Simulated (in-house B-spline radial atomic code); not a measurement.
**Ti: ionisation energy by several methods**

The task here is to estimate one member of a computed series from the others.

Program: in-house B-spline radial atomic code version 1. Level of theory: non-relativistic, several functionals, spin-polarised; spherical all-electron atom at the radial basis limit. These are calculated values, not measurements, unless marked.

### Starting point

- element: titanium (Z = 22)
- charge: 0
- electrons: 22
- configuration: [Ar] 3d2 4s2
- nucleus: point

The outer shells:

[Ar] 3d2 4s2
```
[Ar] core
3d [↑ ][↑ ][  ][  ][  ]
4s [↑↓]
```

Where spins are not typed, each open shell is filled with up spins first.

Set-up of the first run:

Settings of the run:

```ini
Z = 22
electrons = 22.0
configuration = [Ar] 3d2 4s2
hamiltonian = nr
method = lda,pw
spin_polarised = True
```

Among the steps run: LDA (PW92); BLYP, a GGA; r2SCAN, a meta-GGA; PBE, a GGA; LDA (VWN5); SCAN, a meta-GGA; exchange-only LDA; AM05, a GGA.

One of the session's tables, all rows but one given; the rest of the session is left out.

| method | ΔSCF (eV) |
| --- | --- |
| LDA (PW92) | 6.885 |
| LDA (VWN5) | 6.878 |
| exchange-only LDA | ? |
| BLYP | 6.773 |
| PBE | 6.657 |
| AM05 | 6.566 |
| r2SCAN | 6.381 |
| SCAN | 6.396 |

Q: Estimate the row for exchange-only LDA from the others.

The run gave: ΔSCF (eV): 5.572. In the column «ΔSCF (eV)» it is the lowest.

Caveats from the session: Meta-GGA runs start from a PBE run whose iterations are not counted.
